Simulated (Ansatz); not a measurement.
# CH4O2Si: the cost of one run

Method: RKS PBE-D4/def2-SVPD; program: Ansatz 0.2.0.

## 1. The system as given

SMILES `OC1=[SiH]O1`, 6 atoms, charge 0, spin multiplicity 1.

Atoms are counted from 1 here; the program's logs count them from 0.

Bond lengths: O1–C2 1.328 Å, O1–H5 0.977 Å, C2–Si3 1.899 Å, C2–O4 1.250 Å, Si3–H6 1.547 Å. Angles: C2–O1–H5 108.7°, O1–C2–Si3 154.8°, O1–C2–O4 120.7°, Si3–C2–O4 84.4°, C2–Si3–H6 89.4°.

Coordinates:

```xyz
6

O    -0.96208    0.56037   -1.08329
C    -0.22905   -0.18412   -0.26278
Si    1.36577   -0.68702    0.63688
O    -0.70413   -1.21667    0.25807
H    -0.42508    1.32061   -1.38005
H     0.95457    0.20682    1.83118
```

This geometry comes from a loose relaxation at PBE in a small basis, which is not shown.

## 4. Plan of the scan

The probe is moved over a plane parallel to the molecule's main plane, 2.11 Å above it (x and y are the axes of that plane, centred on the molecule).

- x of the probe's H atom: 19 values from −2.97 to 2.97 Å
- y of the probe's H atom: 19 values from −2.97 to 2.97 Å

Nothing else is relaxed (molecule and probe rigid, the probe upright with H nearest the plane). Energies count from molecule and probe far apart, each relaxed in its own basis (no counterpoise correction). Points are written as (first, second).

The probe H2 moves over a plane: parallel to the molecule's main plane, 2.11 Å above it. The molecule is turned into the frame of its main axes, as the inputs below show.

(The set-up runs are not shown.)

## 5. The run at (2.97 Å, −0.33 Å)

Input file input.yaml:

```yaml
crystal:
  periodic: [false, false, false]
  atoms:
    - { symbol: O, position_ang: [1.528321, 0.42852, 0.008355] }
    - { symbol: C, position_ang: [0.235292, 0.125088, -0.017178] }
    - { symbol: Si, position_ang: [-1.623316, 0.51383, 0.005051] }
    - { symbol: O, position_ang: [-0.140297, -1.067438, 0.003772] }
    - { symbol: H, position_ang: [1.622678, 1.400168, -0.022213] }
    - { symbol: H, position_ang: [-1.6114, 0.573356, -1.541353] }
    - { symbol: H, position_ang: [2.97, -0.33, 2.11] }
    - { symbol: H, position_ang: [2.97, -0.33, 2.877662] }
basis:
  gaussian: { orbitals: def2-SVPD }
hamiltonian:
  xc: pbe
  dispersion: d4
output:
  forces: true
```

The run is started by

```sh
$ ansatz run input.yaml --threads 1 --pin off --max-ram 2560MiB --backend cpu --events-out ev --progress --plain --runs-dir out
```

What time and memory should one allow on 1 thread of Arm Neoverse N1, shared host?

About 5.5 s, with a peak of 0.13 GiB.
